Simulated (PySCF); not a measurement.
# BH2SeCl3 (SMILES Cl[B-](Cl)(Cl)[SeH2+]): levels of theory compared

Wanted: a comparison of 6 runs (HF/STO-3G, HF/def2-SVP, B3LYP/6-31G*, wB97X/6-31G**, PBE0/def2-SVPD) of BH2SeCl3. Input form: a Python script.

The results are computed with PySCF 2.14.0.

### Step 1. The system as given

BH2SeCl3: 7 atoms, total charge 0, spin state singlet. As SMILES, `Cl[B-](Cl)(Cl)[SeH2+]`. The shape is that of a PBE0-D4/def2-TZVP optimisation.

Bond lengths: Cl1–B2 1.798 Å, B2–Cl3 1.794 Å, B2–Cl4 1.798 Å, B2–Se5 2.307 Å, Se5–H6 1.470 Å, Se5–H7 1.470 Å. Angles: Cl1–B2–Cl3 115.6°, Cl1–B2–Cl4 115.8°, Cl1–B2–Se5 100.7°, Cl3–B2–Cl4 115.6°, Cl3–B2–Se5 105.2°, Cl4–B2–Se5 100.7°, B2–Se5–H6 97.3°, B2–Se5–H7 97.2°, H6–Se5–H7 91.7°.

### Step 2. Energy and forces at HF/STO-3G (run 1)

The input, geometry.xyz:

```xyz
7
BCl3H2Se
Cl     0.937300    -1.193900     1.699300
B      0.100500    -0.916700     0.132000
Cl     1.149200    -0.957000    -1.323500
Cl    -1.506800    -1.703000    -0.047500
Se    -0.527300     1.290400     0.366100
H      0.802800     1.884300     0.165600
H     -0.894300     1.528000    -1.037800
```

The input, job.py:

```python
# Cl[B-](Cl)(Cl)[SeH2+]
import pyscf.grad
from pyscf import gto

molecule = gto.M(
    atom='geometry.xyz',
    verbose=4,
    basis='sto-3g',
    charge=0,
    max_memory=1860,
)

mf = molecule.RHF()
mf.conv_tol = 1e-10
mf.kernel()
if not mf.converged:
    mf = mf.newton().run(mf.mo_coeff, mf.mo_occ)

energy = mf.e_tot
print('E(%s) = %.9f' % ('HF', energy))
grad = mf.Gradients().kernel()
mf.analyze()
```

Launch:

```sh
OMP_NUM_THREADS=1 python job.py
```

What it wrote:

```text
PySCF version 2.14.0

[... 77 lines left out ...]
One-electron Energy =                -6427.507222538117276
[... 12 lines left out ...]
MO #8   energy= -53.6570284967863  occ= 2
[... 10 lines left out ...]
MO #19  energy= -7.80322226071687  occ= 2
[... 10 lines left out ...]
MO #30  energy= -1.84572628795627  occ= 2
[... 10 lines left out ...]
MO #41  energy= -0.405789779199771 occ= 2
[... 10 lines left out ...]
MO #52  energy= 0.46891158145947   occ= 0
[... 62 lines left out ...]
Dipole moment(X, Y, Z, Debye): -0.54557,  6.04590, -1.01212
```

Wall time 4.2 s (1 thread of Intel Xeon at 2.70GHz, shared host); peak memory 0.13 GiB.

### Step 3. Energy and forces at HF/def2-SVP (run 2)

The input, calc.py:

```python
import pyscf.grad
from pyscf import gto, scf

mol = gto.Mole()
mol.atom = '''
Cl     1.771240    -2.256144     3.211212
B      0.189917    -1.732312     0.249444
Cl     2.171673    -1.808468    -2.501053
Cl    -2.847439    -3.218204    -0.089762
Se    -0.996453     2.438503     0.691829
H      1.517072     3.560811     0.312939
H     -1.689982     2.887502    -1.961158
'''
mol.unit = 'bohr'
mol.spin = 0
mol.verbose = 3
mol.basis = 'def2-svp'
mol.max_memory = 1860
mol.build()

mf = scf.RHF(mol)
mf.conv_tol = 1e-10
mf.kernel()
if not mf.converged:
    mf = mf.newton().run(mf.mo_coeff, mf.mo_occ)

energy = mf.e_tot
print('E = %.10f Eh' % energy)
grad = mf.Gradients().kernel()
mf.analyze()
```

Launch:

```sh
OMP_NUM_THREADS=1 python calc.py
```

What it wrote:

```text
converged SCF energy = -3803.54620055194
[... 26 lines left out ...]
MO #15  energy= -8.01819244289525  occ= 2
[... 18 lines left out ...]
MO #34  energy= -0.999378519601778 occ= 2
[... 18 lines left out ...]
MO #53  energy= 0.334404239982366  occ= 0
[... 18 lines left out ...]
MO #72  energy= 0.941273166912029  occ= 0
[... 18 lines left out ...]
MO #91  energy= 1.44004074379069   occ= 0
[... 18 lines left out ...]
MO #110 energy= 3.70678692731905   occ= 0
[... 8 lines left out ...]
Dipole moment(X, Y, Z, Debye): -0.60545,  4.61174, -0.50508
```

Wall time 15 s (1 thread of Intel Xeon at 2.70GHz, shared host); peak memory 0.26 GiB.

Runs 3 to 5 aren't shown in full; the table further down has their settings and results.

### Step 4. Energy and gradient at PBE0/def2-SVPD (run 6)

The input, input.py:

```python
# Cl[B-](Cl)(Cl)[SeH2+]
from pyscf import gto, dft

molecule = gto.M(
    atom='''
Cl     1.771240    -2.256144     3.211212
B      0.189917    -1.732312     0.249444
Cl     2.171673    -1.808468    -2.501053
Cl    -2.847439    -3.218204    -0.089762
Se    -0.996453     2.438503     0.691829
H      1.517072     3.560811     0.312939
H     -1.689982     2.887502    -1.961158
''',
    max_memory=1860,
    verbose=3,
    basis='def2-svpd',
    unit='bohr',
)

ks = dft.RKS(molecule)
ks.xc = 'pbe0'
ks.grids.level = 5
ks.conv_tol = 1e-10
ks.kernel()
if not ks.converged:
    ks = ks.newton().run(ks.mo_coeff, ks.mo_occ)

e_final = ks.e_tot
print(f'total energy: {e_final:.8f} hartree')
grad = ks.nuc_grad_method().kernel()
dip = ks.dip_moment()
pop, q = ks.mulliken_pop()
```

Launch:

```sh
OMP_NUM_THREADS=1 python input.py
```

What it wrote:

```text
converged SCF energy = -3806.83127110333
total energy: -3806.83127110 hartree
[... 10 lines left out ...]
Dipole moment(X, Y, Z, Debye): -0.64342,  4.41962, -0.39530
[... 166 lines left out ...]
charge of    6H =      0.22169
```

Run time: 95 s. Hardware: 1 thread of Intel Xeon at 2.70GHz, shared host; peak memory 1.9 GiB.

### Step 5. Overview of the runs

```
run                                level  integration grid  Cartesian functions   energy (Eh)  dipole moment (D)  HOMO energy (eV)  LUMO energy (eV)  wall time
  1                            HF/STO-3G                 –                   no  -3762.933688               6.15             -9.78              6.86      4.2 s
  2                          HF/def2-SVP                 –                   no  -3803.546201               4.68            -10.95              2.67       15 s
  3   B3LYP/6-31G* (spherical functions)                 5                   no  -3808.025751               4.68             -7.96             -1.15       58 s
  4  wB97X/6-31G** (spherical functions)                 5                   no  -3807.978640               4.92            -10.56              1.23    2.4 min
  5   B3LYP/6-31G* (Cartesian functions)                 5                  yes  -3808.043312               4.66             -7.97             -1.15       69 s
  6                       PBE0/def2-SVPD                 5                   no  -3806.831271               4.48             -8.38             -1.17       95 s
```

### Step 6. Summary of results

```
                       quantity           value
            run 6: total energy  -3806.83127 Eh
           run 6: dipole moment          4.48 D
             run 6: HOMO energy        -8.38 eV
             run 6: LUMO energy        -1.17 eV
           run 6: HOMO–LUMO gap         7.21 eV
run 6: largest force on an atom      0.258 eV/Å
```

The dipole moment (its size) runs from 4.48 D (PBE0/def2-SVPD) to 6.15 D (HF/STO-3G). The two ends differ in method and basis. The HOMO–LUMO gap runs from 6.82 eV (B3LYP/6-31G*) to 16.64 eV (HF/STO-3G). Totals of different functionals can't be ranked against each other. In run 1 the basis is minimal, so the values are rough. All runs together took 6.4 min, the longest 2.4 min.
